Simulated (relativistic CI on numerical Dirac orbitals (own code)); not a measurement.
# Ions with 23 electrons, V to Ni⁵⁺: levels along an isoelectronic sequence

How do the lowest levels of 23-electron ions move as Z rises from 23 to 28? Each ion is run with the same configurations.

Program: relativistic CI on numerical Dirac orbitals (own code) version 3. Level of theory: Dirac-Coulomb-Breit CI, KLI orbitals optimised for each configuration, model QED (radiative potential, 1s self-energy scaled to tabulated hydrogen-like ionisation energies), valence Slater integrals scaled by 0.9, P86 correlation energy added to each configuration. These are calculated values, not measurements, unless marked.

**1. Starting point**

| Item | Value |
| --- | --- |
| electrons | 23 |
| ions | V, Cr⁺, Mn²⁺, Co⁴⁺, Ni⁵⁺ |
| configurations | [Ar] 3d5; [Ar] 3d3 4s2; [Ne] 3s2 3p5 3d6; [Ne] 3s2 3p4 3d7; [Ne] 3s 3p6 3d6; [Ar] 3d4 4s; [Ar] 3d4 4p |

**2. V (Z = 23)**

The run's settings:

```ini
atom V  Z=23  charge=0  electrons=23
nucleus A=51  rms_radius_fm=3.6002
hamiltonian dirac-coulomb  breit=on  qed=on  c_scale=1
orbitals kli  potential=per-configuration
slater_scale 0.9
correlation p86
mixing on
configurations
  [Ar] 3d5
  [Ar] 3d3 4s2
  [Ne] 3s2 3p5 3d6
  [Ne] 3s2 3p4 3d7
  [Ne] 3s 3p6 3d6
  [Ar] 3d4 4s
  [Ar] 3d4 4p
end
```

Command:

```sh
$ python run_levels.py task.json out
```

The settings of every run stand in task.json; they run in order.

**3. Cr⁺ (Z = 24)**

Changes to the settings of step 2:

```diff
@@ -1,3 +1,3 @@
-atom V  Z=23  charge=0  electrons=23
-nucleus A=51  rms_radius_fm=3.6002
+atom Cr  Z=24  charge=1  electrons=23
+nucleus A=52  rms_radius_fm=3.6452
 hamiltonian dirac-coulomb  breit=on  qed=on  c_scale=1
```

**4. Mn²⁺ (Z = 25)**

Changes to the settings of step 3:

```diff
@@ -1,3 +1,3 @@
-atom Cr  Z=24  charge=1  electrons=23
-nucleus A=52  rms_radius_fm=3.6452
+atom Mn  Z=25  charge=2  electrons=23
+nucleus A=55  rms_radius_fm=3.7057
 hamiltonian dirac-coulomb  breit=on  qed=on  c_scale=1
```

**5. Co⁴⁺ (Z = 27)**

Changes to the settings of step 4:

```diff
@@ -1,3 +1,3 @@
-atom Mn  Z=25  charge=2  electrons=23
-nucleus A=55  rms_radius_fm=3.7057
+atom Co  Z=27  charge=4  electrons=23
+nucleus A=59  rms_radius_fm=3.7875
 hamiltonian dirac-coulomb  breit=on  qed=on  c_scale=1
```

**6. Ni⁵⁺ (Z = 28)**

Changes to the settings of step 5:

```diff
@@ -1,3 +1,3 @@
-atom Co  Z=27  charge=4  electrons=23
-nucleus A=59  rms_radius_fm=3.7875
+atom Ni  Z=28  charge=5  electrons=23
+nucleus A=58  rms_radius_fm=3.7757
 hamiltonian dirac-coulomb  breit=on  qed=on  c_scale=1
```

(Steps that only read results are left out.)

**Question.** What will these runs give? Wanted: lowest level, first ion; lowest level, last ion; changes of the lowest level; interval 6D1/2 to 6D3/2; mean jj purity of the low levels.

**Answer**, as computed:

```
                        quantity                value
         lowest level, first ion        3d3 4s2 4F3/2
          lowest level, last ion            3d5 6S5/2
     changes of the lowest level               at Cr⁺
         interval 6D1/2 to 6D3/2  39.47 to 306.8 cm⁻¹
mean jj purity of the low levels           53 to 47 %
```

In words: The lowest level changes from 3d3 4s2 4F3/2 to 3d5 6S5/2 at Cr⁺. The fine-structure interval of 3d4 4s 6D grows as about Z to the power 10.3 over this range, steeper than the fourth power of a bare nucleus, since the screened charge grows faster than Z. Only the listed configurations are in the model, so lower levels can be missing. The near-neutral members are the least reliable.
